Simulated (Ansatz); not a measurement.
# AlClH2O2: the cost of one run

Program: Ansatz 0.2.0. Level of theory: RKS B3LYP-D4/6-31G. These are calculated values, not measurements.

### Step 1. The starting structure

Bond lengths: Al1–Cl2 2.230 Å, Al1–O3 1.780 Å, O3–H4 1.010 Å, Al1–O5 1.780 Å, O5–H6 1.010 Å. Angles: Cl2–Al1–O3 120.0°, Cl2–Al1–O5 120.0°, O3–Al1–O5 120.0°, Al1–O3–H4 109.5°, Al1–O5–H6 109.5°.

Structure file:

```xyz
6

Al    0.0000    0.0000    0.0000
Cl    0.0000    0.0000    2.2300
O     1.5415    0.0000   -0.8900
H     1.8414   -0.9519   -1.0449
O    -1.5415    0.0000   -0.8900
H    -2.0512   -0.8467   -0.6815
```

### Step 2. Relaxing the start

input.yaml

```yaml
crystal:
  periodic: [false, false, false]
  atoms:
    - { symbol: Al, position_ang: [0.0, 0.0, 0.0] }
    - { symbol: Cl, position_ang: [0.0, 0.0, 2.23] }
    - { symbol: O, position_ang: [1.5415, 0.0, -0.89] }
    - { symbol: H, position_ang: [1.8414, -0.9519, -1.0449] }
    - { symbol: O, position_ang: [-1.5415, 0.0, -0.89] }
    - { symbol: H, position_ang: [-2.0512, -0.8467, -0.6815] }
basis:
  gaussian: { orbitals: "6-31G" }
hamiltonian:
  xc: b3lyp
  dispersion: d4
relax:
  f_tol: 0.02
  max_steps: 40
output:
  orbitals: {}
```

The run is started by

```bash
ansatz run input.yaml --threads 1 --pin off --max-ram 2048MiB --backend cpu --events-out ev --progress --plain --runs-dir out
```

What time and memory should one allow on 1 thread of Arm Neoverse V1, shared host?

About 26 s, with a peak of 0.12 GiB.
